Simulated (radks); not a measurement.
# Mn²⁺ in [Ne] 3s2 3p5.5 3d5 4p0.5: an all-electron calculation

An exercise on one series of results from a longer session: the logs are not shown, and one member is left open.

The numbers are computed with radks (a radial shooting solver on a logarithmic mesh, Libxc functionals) version 1 (non-relativistic Kohn-Sham, TASK exchange with Perdew-Wang LDA correlation, spin-polarised, spherical densities, point nucleus; open shells are filled with parallel spins first), except any that are marked as measured or tabulated.

## The atom as given

```
element       : manganese (Z = 25)
charge        : +2
electrons     : 23
configuration : [Ne] 3s2 3p5.5 3d5 4p0.5
```

The first run:

The run's settings:

```text
Z 25
configuration [Ne] 3s2 3p5.5 3d5 4p0.5
relativity non-relativistic
functional task,pw
spin polarised
nucleus point
```

Among the steps run: Self-consistent calculation.

One table of the session follows, with a row left open; its other results are not shown here.

It belongs to the step «Shells». Sizes of the orbitals, from the radial functions (bohr):

```
  level      <r>  outermost maximum (interpolated)  90 % within  nodes
  1s up  0.06167                            0.0405        0.110      0
1s down  0.06167                            0.0405        0.110      0
  2s up   0.2831                             0.235        0.439      1
2s down   0.2818                             0.235        0.436      1
  2p up   0.2488                             0.190        0.408      0
2p down   0.2475                             0.189        0.405      0
  3s up        ?                                 ?            ?      ?
3s down   0.8665                             0.747         1.30      2
  3p up   0.8987                             0.754         1.38      1
3p down   0.9093                             0.760         1.40      1
  3d up    1.053                             0.746         1.76      0
3d down    1.117                             0.770         1.90      0
  4p up    3.055                              2.68         4.53      2
```

Estimate the missing values for 3s up.

As computed: <r>: 0.8582; outermost maximum (interpolated): 0.743; 90 % within: 1.29; nodes: 2. In the column «<r>» it lies between 2s up (0.2831) and 3s down (0.8665).
